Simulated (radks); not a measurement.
# C in [He] 2s2 2p2: an all-electron calculation

The task here is to estimate one member of a computed series from the others.

Method: non-relativistic Kohn-Sham, exchange-only LDA, spin-polarised, spherical densities, point nucleus; open shells are filled with parallel spins first. Code: radks (a radial shooting solver on a logarithmic mesh, Libxc functionals) version 1.

## What is computed

* element: carbon (Z = 6)
* charge: 0
* electrons: 6
* configuration: [He] 2s2 2p2

Outer shells as boxes (Hund's rule):

C
```
[He] core
2s [↑↓]
2p [↑ ][↑ ][  ]
```

Set-up of the first run:

The run's settings:

```text
Z 6
configuration [He] 2s2 2p2
relativity non-relativistic
functional lda,
spin polarised
nucleus point
```

One of the session's tables, all rows but one given; the rest of the session is left out.

It belongs to the step «Radial structure». From the orbitals of this run (lengths in bohr):

| level | <r> | outermost maximum (interpolated) | 90 % within |
| --- | --- | --- | --- |
| 1s up | 0.2736 | 0.175 | 0.492 |
| 1s down | 0.2724 | 0.175 | 0.489 |
| 2s up | 1.574 | 1.21 | 2.52 |
| 2s down | 1.649 | 1.24 | 2.67 |
| 2p up | ? | ? | ? |
| 2p down | 2.091 | 1.26 | 3.77 |

Estimate the missing values for 2p up.

As computed: <r>: 1.767; outermost maximum (interpolated): 1.18; 90 % within: 3.07. In the column «<r>» it lies between 2s down (1.649) and 2p down (2.091).

Caveats from the session: Open shells are spherical and high-spin; term and fine-structure splittings are not resolved.
